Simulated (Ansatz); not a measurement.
Relaxation of a periodic cell of 17 atoms, Si (host Si, host structure diamond, interstitial Si), to a largest force component of 0.03 eV/Å in at most 60 steps.

The calculation used DFT LDA, scalar-relativistic, plane waves, PAW in Ansatz 0.2.0. Settings: PAW set soft_1, cutoff 420 eV, k mesh 2x2x2, gaussian smearing 0.02 eV, no spin polarisation.

```xyz
17
Lattice="0.0000 5.4300 5.4300 5.4300 0.0000 5.4300 5.4300 5.4300 0.0000" Properties=species:S:1:pos:R:3
Si 0.000 0.000 0.000
Si 1.357 1.357 1.357
Si 2.715 2.715 0.000
Si 4.072 4.072 1.357
Si 2.715 0.000 2.715
Si 4.072 1.357 4.072
Si 5.430 2.715 2.715
Si 6.787 4.072 4.072
Si 0.000 2.715 2.715
Si 1.357 4.072 4.072
Si 2.715 5.430 2.715
Si 4.072 6.787 4.072
Si 2.715 2.715 5.430
Si 4.072 4.072 6.787
Si 5.430 5.430 5.430
Si 6.787 6.787 6.787
Si 5.338 5.440 2.642
```

Question: Where does it end, and by what steps?

Answer: The forces met the threshold. The force dipped under the threshold on the way, but the program's further checks kept it going. Limits of this set-up: coarse k mesh, PAW files made for another functional. After 3 steps the energy has fallen by 0.163 eV; Si17 moved furthest, 0.10 Å.

```csv
step,energy less start (eV),largest force component (eV/Å),accepted
0,0.0000,0.900,yes
1,-0.1336,0.384,yes
2,-0.1634,0.024,yes
3,-0.1634,0.024,yes
```

```xyz
17
Lattice="0.0000 5.4300 5.4300 5.4300 0.0000 5.4300 5.4300 5.4300 0.0000" Properties=species:S:1:pos:R:3
Si -0.003 -0.001 -0.039
Si 1.375 1.379 1.332
Si 2.706 2.719 -0.007
Si 4.045 4.051 1.332
Si 2.744 0.001 2.711
Si 4.063 1.361 4.072
Si 5.424 2.682 2.710
Si 6.799 4.057 4.085
Si -0.003 2.748 2.713
Si 1.359 4.064 4.075
Si 2.674 5.429 2.713
Si 4.046 6.809 4.091
Si 2.713 2.714 5.428
Si 4.065 4.070 6.781
Si 5.425 5.431 5.460
Si 6.786 6.792 6.779
Si 5.419 5.434 2.706
```

Whether the end is a true minimum wasn't checked by a vibrational analysis.

The run took 17 s on 1 thread of Arm Neoverse V1, on a shared host, peak memory 0.45 GiB.
